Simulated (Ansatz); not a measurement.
# CH7BN2O: a ladder of functionals and wavefunction methods

Aim: compute CH7BN2O with functionals from several rungs and with coupled cluster, and see how far each lands from CCSD(T) at the basis-set limit for the atomisation energy.

The runs use Ansatz 0.2.0, Gaussian basis; functionals in def2-TZVPP, the program's frozen cores in correlated methods.

Plan: LDA (SPW92), PBE-D4, revPBE-D4, BLYP-D4, r2SCAN-D4, B97M-V, PBE0-D4, B3LYP-D4, r2SCANh-D4, r2SCAN0-D4, HSE06-D4, BHLYP-D4, CAM-B3LYP-D4, LC-ωPBE, ωB97X-V, ωB97M-V, B2PLYP, PBE-QIDH; CCSD(T)/def2-SVP; CCSD(T)/def2-TZVPP; MP2/def2-QZVPP; extrapolation to the limit; RPA on PBE.

**1. Structure used throughout**

The geometry comes from an earlier relaxation with PBE0-D4 in a triple-zeta def2 set; it is a stationary point, not always the lowest conformer.

12 atoms, charge 0, spin multiplicity 1.

Atoms are counted from 1 here; the program's logs count them from 0.

Bond lengths: B1–C2 1.618 Å, B1–N3 1.611 Å, B1–H6 1.211 Å, B1–H7 1.211 Å, C2–N4 1.345 Å, C2–O5 1.241 Å, N3–H8 1.012 Å, N3–H9 1.012 Å, N3–H12 1.049 Å, N4–H10 1.006 Å, N4–H11 1.003 Å. Angles: C2–B1–N3 99.9°, C2–B1–H6 112.2°, C2–B1–H7 112.5°, N3–B1–H6 109.5°, N3–B1–H7 109.7°, H6–B1–H7 112.4°, B1–C2–N4 120.1°, B1–C2–O5 119.9°, N4–C2–O5 120.0°, B1–N3–H8 113.9°, B1–N3–H9 113.9°, B1–N3–H12 99.8°, H8–N3–H9 108.7°, H8–N3–H12 110.2°, H9–N3–H12 110.0°, C2–N4–H10 119.9°, C2–N4–H11 120.5°, H10–N4–H11 119.5°.

**2. LDA**

This LDA is Slater exchange with PW92 correlation.

Contents of in.yaml:

```yaml
crystal:
  periodic: [false, false, false]
  atoms:
    - {symbol: B, position_ang: [-0.726172, -0.352197, 0.008814]}
    - {symbol: C, position_ang: [0.668843, 0.277389, -0.515667]}
    - {symbol: N, position_ang: [-0.541991, -0.149370, 1.595842]}
    - {symbol: N, position_ang: [0.944627, 0.300588, -1.831397]}
    - {symbol: O, position_ang: [1.484035, 0.740705, 0.297914]}
    - {symbol: H, position_ang: [-1.685562, 0.281616, -0.370881]}
    - {symbol: H, position_ang: [-0.824869, -1.532607, -0.242081]}
    - {symbol: H, position_ang: [-1.237458, 0.453555, 2.016344]}
    - {symbol: H, position_ang: [-0.505399, -1.015659, 2.117785]}
    - {symbol: H, position_ang: [1.811550, 0.695713, -2.155942]}
    - {symbol: H, position_ang: [0.291891, -0.072200, -2.495637]}
    - {symbol: H, position_ang: [0.397606, 0.317365, 1.608905]}
basis:
  gaussian: {orbitals: def2-TZVPP}
hamiltonian: {xc: lda}
output: {orbitals: {seedname: orbitals}}
```

The run is started by

```
$ ansatz run in.yaml --threads 4 --pin off --events-out ev --progress --plain --max-ram 10444MiB
```

After this run come: PBE-D4 (GGA); revPBE-D4 (GGA); BLYP-D4 (GGA); r2SCAN-D4 (meta-GGA); B97M-V (meta-GGA); B3LYP-D4 (hybrid); r2SCANh-D4 (hybrid); r2SCAN0-D4 (hybrid); HSE06-D4 (hybrid); BHLYP-D4 (hybrid); CAM-B3LYP-D4 (range-separated); LC-ωPBE (range-separated); ωB97X-V (range-separated); ωB97M-V (range-separated); B2PLYP (double hybrid); PBE-QIDH (double hybrid); CCSD(T) in def2-SVP; CCSD(T) in def2-TZVPP; MP2 in def2-QZVPP; RPA on PBE orbitals.

**Question.** What will the summary of the whole plan be? Wanted: atomisation energy, CCSD(T)/CBS; farthest beyond LDA; mean size of error, GGA; mean size of error, meta-GGA; mean size of error, hybrid; mean size of error, range-separated; mean size of error, double hybrid; gap, smallest and largest; T1 diagnostic.

**Answer**, as computed:

| quantity | value |
| --- | --- |
| atomisation energy, CCSD(T)/CBS | 1076.2 kcal/mol |
| functionals within 5.4 kcal/mol (0.5 %) | B97M-V, r2SCANh-D4, LC-ωPBE, B2PLYP |
| farthest beyond LDA | PBE-D4 (+37.8 kcal/mol) |
| mean size of error, GGA | 20.0 kcal/mol |
| mean size of error, meta-GGA | 4.3 kcal/mol |
| mean size of error, hybrid | 13.4 kcal/mol |
| mean size of error, range-separated | 9.2 kcal/mol |
| mean size of error, double hybrid | 6.0 kcal/mol |
| gap, smallest and largest | 4.80 eV (BLYP-D4), 12.02 eV (LC-ωPBE) |
| T1 diagnostic | 0.0143 |
| triples share of the correlation energy | 3.9 % |

**Reading.** The LDA atomisation energy is off by 182.4 kcal/mol (17 %): it overbinds. PBE-D4 misses by +37.8 kcal/mol. Double hybrids carry the basis error of their MP2 part in triple zeta, and no dispersion term here, so their miss is partly the set-up's. Taken by rung, meta-GGA functionals do best (4.3 kcal/mol on average) and GGA ones worst beyond LDA (20.0 kcal/mol). The gap between the best rungs is small, so their order is not settled. The reference freezes the cores and leaves out relativity and excitations past (T), so misses under about 5.4 kcal/mol can't be ranked. Hartree-Fock recovers 69 % of the binding; the rest is correlation. CCSD(T) in def2-SVP is off by -60.5 kcal/mol, which most functionals beat. The gap grows from 4.8 to 12.0 eV across the functionals, mostly with the share of exact exchange.
